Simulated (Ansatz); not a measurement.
# Si: the cost of one run

Program: Ansatz 0.2.0. Level of theory: DFT PBE, scalar-relativistic, plane waves, PAW. These are calculated values, not measurements.

## 1. The structure to begin with

The structure is cubic, space group Fd-3m (No. 227). The conventional cell has a = 5.430 Å, b = 5.430 Å, c = 5.430 Å, α = 90.00°, β = 90.00°, γ = 90.00°. Around Si (site symmetry -43m) lie 4 Si at 2.35 Å.

Coordinates:

```
CELL_PARAMETERS angstrom
0.00000 2.71500 2.71500
2.71500 0.00000 2.71500
2.71500 2.71500 0.00000
ATOMIC_POSITIONS crystal
Si 0.00000 0.00000 0.00000
Si 0.25000 0.25000 0.25000
```

## 2. Relaxing cell and atoms: Si, no spin

Contents of input.yaml:

```yaml
crystal:
  lattice:
    - [0.0, 2.715, 2.715]
    - [2.715, 0.0, 2.715]
    - [2.715, 2.715, 0.0]
  atoms:
    - { symbol: Si, position: [0.0, 0.0, 0.0] }
    - { symbol: Si, position: [0.25, 0.25, 0.25] }
scf:
  occupations: { method: gaussian, width: 0.01 }
output:
  forces: true
  stress: true
  eigenvalues: true
  write_density: true
  write_potential: true
  elf: true
  volumetric_format: npy
hamiltonian:
  xc: pbe
kpoints:
  mp_grid: { grid: [10, 10, 10] }
relax:
  f_tol: 0.005
  cell: { stress_tol: 0.02 }
```

Command:

```console
ansatz run input.yaml --threads 4 --pin off --max-ram 14336MiB --backend cpu --events-out ev --progress --plain --runs-dir out
```

Q: Estimate wall time and peak memory on 4 threads of Intel Xeon 6975P-C (Granite Rapids), shared host.

About 1.2 s, with a peak of 0.34 GiB.
